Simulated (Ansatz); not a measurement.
**triplet BGeH3Cl2: levels of theory compared**

Aim: a comparison of 6 runs (UHF/3-21G, UCAM-B3LYP/cc-pVDZ, UPBE0/cc-pVDZ, USVWN5/cc-pVDZ, UMP2/cc-pVDZ, UBCCD(T)/cc-pVDZ) of triplet BGeH3Cl2. 

Program for the calculation: Ansatz 0.2.0.

72 further runs of the same task are left out: 72 set aside as unsound or not needed.

**1. Starting point**

BGeH3Cl2 has 7 atoms, charge 0, and is taken as a triplet. As SMILES of the parent species, `Cl[B](Cl)[GeH3]`. Geometry: relaxed at PBE0-D4/def2-TZVP. That shape belongs to the parent species and isn't relaxed for this state.

Bond lengths: Cl1–B2 1.741 Å, B2–Cl3 1.743 Å, B2–Ge4 2.068 Å, Ge4–H5 1.538 Å, Ge4–H6 1.538 Å, Ge4–H7 1.535 Å. Angles: Cl1–B2–Cl3 118.5°, Cl1–B2–Ge4 121.7°, Cl3–B2–Ge4 119.8°, B2–Ge4–H5 109.4°, B2–Ge4–H6 109.3°, B2–Ge4–H7 111.8°, H5–Ge4–H6 107.9°, H5–Ge4–H7 109.2°, H6–Ge4–H7 109.2°.

**2. The energy at UHF/3-21G (run 1)**

Contents of molecule.yaml:

```yaml
crystal:
  periodic: [false, false, false]
  atoms:
    - {symbol: Cl, position_ang: [1.749500, -1.428200, 1.208700]}
    - {symbol: B, position_ang: [0.206400, -1.021900, 0.511500]}
    - {symbol: Cl, position_ang: [-1.082400, -2.191800, 0.604700]}
    - {symbol: Ge, position_ang: [-0.123100, 0.798500, -0.412200]}
    - {symbol: H, position_ang: [-0.556200, 0.560600, -1.868300]}
    - {symbol: H, position_ang: [-1.266100, 1.534300, 0.306700]}
    - {symbol: H, position_ang: [1.133300, 1.680500, -0.396700]}
basis:
  gaussian: {orbitals: 3-21G-spherical.json}
magnetization: {spin_polarized: true, initial_magnetization: 2}
hamiltonian: {xc: hf}
accuracy: high
output: {orbitals: {seedname: orbitals}}
```

The basis set 3-21G is read from a file made from the Basis Set Exchange's data (not shown).

Started as:

```
$ ansatz run molecule.yaml --threads 1 --pin off --max-ram 3480MiB --events-out events.jsonl --progress --plain --runs-dir runs
```

Log:

```text
Warning: RAYON_NUM_THREADS=1 ignored (pool sized by the plan → 1); use --threads N
Functional definition: HF
  name "HF"
  exchange = exact_x
  correlation = 0
1286 factors; integrals over basis functions are off by at most 6.2e-9 eV
mean field evaluation 1: about -81798.4956 eV, gradient 1.1e1 eV
mean field evaluation 2: about -81798.7905 eV, gradient 1.2e1 eV
mean field evaluation 4: about -81800.2162 eV, gradient 2.0e0 eV
mean field evaluation 8: about -81800.3069 eV, gradient 1.5e-1 eV
mean field evaluation 16: about -81800.3078 eV, gradient 5.8e-7 eV
mean field -81800.30781133 eV, -3006.1058658265 hartree, gradient 3.0e-8 eV, S^2 2.013821; 0 other end points of the search recorded, 0 dependent functions left out
reference -81800.30781133 eV, -3006.1058658265 hartree; 38, 36 occupied and 25, 27 virtual orbitals, 1286 factors
Total energy: -81800.30781133 eV, -3006.1058658265 hartree
```

Run time: 2.2 s. Hardware: 1 thread of Arm Neoverse V1, shared host; peak memory 0.23 GiB.

**3. A single-point energy at UCAM-B3LYP/cc-pVDZ (run 2)**

Contents of input.yaml:

```yaml
crystal:
  periodic: [false, false, false]
  atoms:
    - {symbol: Cl, position_ang: [1.749500, -1.428200, 1.208700]}
    - {symbol: B, position_ang: [0.206400, -1.021900, 0.511500]}
    - {symbol: Cl, position_ang: [-1.082400, -2.191800, 0.604700]}
    - {symbol: Ge, position_ang: [-0.123100, 0.798500, -0.412200]}
    - {symbol: H, position_ang: [-0.556200, 0.560600, -1.868300]}
    - {symbol: H, position_ang: [-1.266100, 1.534300, 0.306700]}
    - {symbol: H, position_ang: [1.133300, 1.680500, -0.396700]}
basis:
  gaussian: {orbitals: cc-pVDZ}
hamiltonian: {xc: {name: CAM-B3LYP}}
output: {orbitals: {seedname: orbitals}}
accuracy: high
magnetization: {spin_polarized: true, initial_magnetization: 2}
```

Started as:

```
$ ansatz run input.yaml --threads 1 --pin off --max-ram 3480MiB --events-out events.jsonl --progress --plain --runs-dir runs
```

Log (excerpt; [...] marks lines left out):

```text
Warning: RAYON_NUM_THREADS=1 ignored (pool sized by the plan → 1); use --threads N
Functional definition: CAM-B3LYP
  name "CAM-B3LYP"
[...]
2113 factors; integrals over basis functions are off by at most 4.4e-9 eV
437 factors; integrals over basis functions are off by at most 2.5e-9 eV
[...]
mean field -82289.05790403 eV, -3024.0671004465 hartree, gradient 8.0e-8 eV, S^2 2.005902; 4 other end points of the search recorded, 0 dependent functions left out
reference -82289.05792440 eV, -3024.0671011949 hartree; 38, 36 occupied and 54, 56 virtual orbitals, 2113 factors
Total energy: -82289.05792440 eV, -3024.0671011949 hartree
```

Run time: 33 s. Hardware: 1 thread of Arm Neoverse V1, shared host; peak memory 0.66 GiB.

Runs 3 to 5 aren't shown in full; the table further down has their settings and results.

**4. The energy at UBCCD(T)/cc-pVDZ (run 6)**

Contents of in.yaml:

```yaml
crystal:
  periodic: [false, false, false]
  atoms:
    - {symbol: Cl, position_ang: [1.749500, -1.428200, 1.208700]}
    - {symbol: B, position_ang: [0.206400, -1.021900, 0.511500]}
    - {symbol: Cl, position_ang: [-1.082400, -2.191800, 0.604700]}
    - {symbol: Ge, position_ang: [-0.123100, 0.798500, -0.412200]}
    - {symbol: H, position_ang: [-0.556200, 0.560600, -1.868300]}
    - {symbol: H, position_ang: [-1.266100, 1.534300, 0.306700]}
    - {symbol: H, position_ang: [1.133300, 1.680500, -0.396700]}
basis:
  gaussian:
    orbitals: cc-pVDZ
total_charge: 0
magnetization:
  spin_polarized: true
  initial_magnetization: 2
correlation:
  method: bccd_t
  frozen_orbitals: {B: 1, Cl: 5, Ge: 9, H: 0}
accuracy: high
scf:
  omitted_lower_state_checks: [cluster_reference, increment]
```

Started as:

```
$ ansatz run in.yaml --threads 1 --pin off --max-ram 3480MiB --events-out events.jsonl --progress --plain --runs-dir runs
```

Log:

```text
Warning: RAYON_NUM_THREADS=1 ignored (pool sized by the plan → 1); use --threads N
[... 12 lines left out ...]
20 core orbitals not correlated: weight in the atoms' cores, before any rotation towards them, 1.000 or more for the frozen orbitals, at most 0.000 for the correlated occupied ones
[... 31 lines left out ...]
Total energy: -82211.50270236 eV, -3021.2169993536 hartree
Checks for a lower state left out: cluster_reference, increment
```

Run time: 2.2 min. Hardware: 1 thread of Arm Neoverse V1, shared host; peak memory 1.3 GiB.

**5. Overview of the runs**

```tsv
run	level	frozen core orbitals	energy (Eh)	HOMO energy (eV)	⟨S²⟩	wall time
1	UHF/3-21G	–	-3006.105866	-7.47	2.014	2.2 s
2	UCAM-B3LYP/cc-pVDZ	–	-3024.067101	-5.35	2.006	33 s
3	UPBE0/cc-pVDZ	–	-3023.353048	-4.21	2.005	26 s
4	USVWN5/cc-pVDZ	–	-3017.534506	-3.03	2.003	12 s
5	UMP2/cc-pVDZ	20	-3021.148943	–	2.015	8.1 s
6	UBCCD(T)/cc-pVDZ	20	-3021.216999	–	2.015	2.2 min
```

**6. Results**

| quantity | value |
| --- | --- |
| run 6: total energy | -3021.21700 Eh |
| run 6: correlation energy (20 core orbitals frozen) | -528.5 mEh |
| run 6: (T) correction | -16.31 mEh |
| run 6: ⟨S²⟩ of the reference determinant | 2.015 |

Totals of different functionals can't be ranked against each other. All runs together took 3.6 min, the longest 2.2 min.
